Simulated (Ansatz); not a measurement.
# InPt3: response to strain

Aim: deform InPt3 (zz strain of +1 %) and compute stress, forces and field gradients with LAPW, PAW and all-electron datasets made for the crystal.

Program: Ansatz 0.2.0. Level of theory: DFT PBEsol, scalar-relativistic. These are calculated values, not measurements.

### 1 Starting point

Symmetry: Pm-3m, No. 221, cubic system. Conventional cell: a = 3.988 Å, b = 3.988 Å, c = 3.988 Å, α = 90.00°, β = 90.00°, γ = 90.00°. In (site symmetry m-3m) is surrounded by 12 Pt at 2.82 Å. Around Pt (site symmetry 4/mmm) lie 4 In at 2.82 Å and 8 Pt at 2.82 Å.

Structure file:

```
In Pt
1.0
     3.98800    0.00000    0.00000
     0.00000    3.98800    0.00000
     0.00000    0.00000    3.98800
In Pt
1 3
Cartesian
  0.0000 0.0000 0.0000
  1.9940 1.9940 0.0000
  0.0000 1.9940 1.9940
  1.9940 0.0000 1.9940
```

Atoms are numbered in the order of the input: In1, Pt2, Pt3, Pt4.

### 2 The deformed structure

Space group Pm-3m before, P4/mmm after.

### 3 Full-potential LAPW

Input file input.yaml:

```yaml
crystal:
  lattice:
    - [3.988, 0.0, 0.0]
    - [0.0, 3.988, 0.0]
    - [0.0, 0.0, 4.02788]
  atoms:
    - { symbol: In, position: [0.0, 0.0, 0.0] }
    - { symbol: Pt, position: [0.5, 0.5, 0.0] }
    - { symbol: Pt, position: [0.0, 0.5, 0.5] }
    - { symbol: Pt, position: [0.5, 0.0, 0.5] }
kpoints:
  mp_grid: { grid: [10, 10, 10] }
  band_path:
    path:
      - [0.0, 0.0, 0.0]
      - [0.0, 0.5, 0.0]
      - [0.5, 0.5, 0.0]
      - [0.0, 0.0, 0.0]
      - [0.0, 0.0, 0.5]
      - [0.0, 0.5, 0.5]
      - [0.5, 0.5, 0.5]
      - [0.0, 0.0, 0.5]
      - [0.0, 0.5, 0.0]
    npoints: 5
scf:
  occupations: { method: fermi_dirac, width: 0.05 }
hamiltonian:
  xc: pbesol
  pseudopotentials: { kind: all_electron, lapw: { basis_error: 0.0005 } }
output:
  forces: true
  stress: true
  eigenvalues: true
```

Command:

```bash
> ansatz run input.yaml --threads 1 --pin off --max-ram 4096MiB --backend cpu --events-out ev --progress --plain --runs-dir out
```

### 4 Frozen-core PAW

Input file input.yaml:

```yaml
crystal:
  lattice:
    - [3.988, 0.0, 0.0]
    - [0.0, 3.988, 0.0]
    - [0.0, 0.0, 4.02788]
  atoms:
    - { symbol: In, position: [0.0, 0.0, 0.0] }
    - { symbol: Pt, position: [0.5, 0.5, 0.0] }
    - { symbol: Pt, position: [0.0, 0.5, 0.5] }
    - { symbol: Pt, position: [0.5, 0.0, 0.5] }
kpoints:
  mp_grid: { grid: [10, 10, 10] }
scf:
  occupations: { method: fermi_dirac, width: 0.05 }
hamiltonian:
  xc: pbesol
  pseudopotentials: { kind: paw }
output:
  forces: true
  stress: true
  eigenvalues: true
  efg: { contact_densities: true }
```

### 5 Datasets made for this crystal

Edit input.yaml of step 4 so:

```diff
@@ -16,3 +16,3 @@
   xc: pbesol
-  pseudopotentials: { kind: paw }
+  pseudopotentials: { kind: all_electron, datasets: crystal }
 output:
```

(Steps that only read results are left out.)

Before running it: what results should come out? Wanted: pressure; largest shear or deviatoric stress.

**Answer**, as computed:

| quantity | value |
| --- | --- |
| pressure | LAPW -1.40, PAW -1.39, crystal datasets -1.40 GPa |
| largest shear or deviatoric stress (LAPW) | 0.80 GPa |

**Reading.** The largest part of the stress beyond the pressure is 0.80 GPa in size, in the zz component; the atoms are carried along and not relaxed. No run of the undeformed cell stands beside it, so the pressure holds what the given cell had before the change. PAW: stress within 0.01 GPa of LAPW. Crystal datasets: stress within 0.01 GPa of LAPW. Spin-orbit coupling is left out, though the cell holds Pt; in elements this heavy it can shift bands and gaps by tenths of an eV.
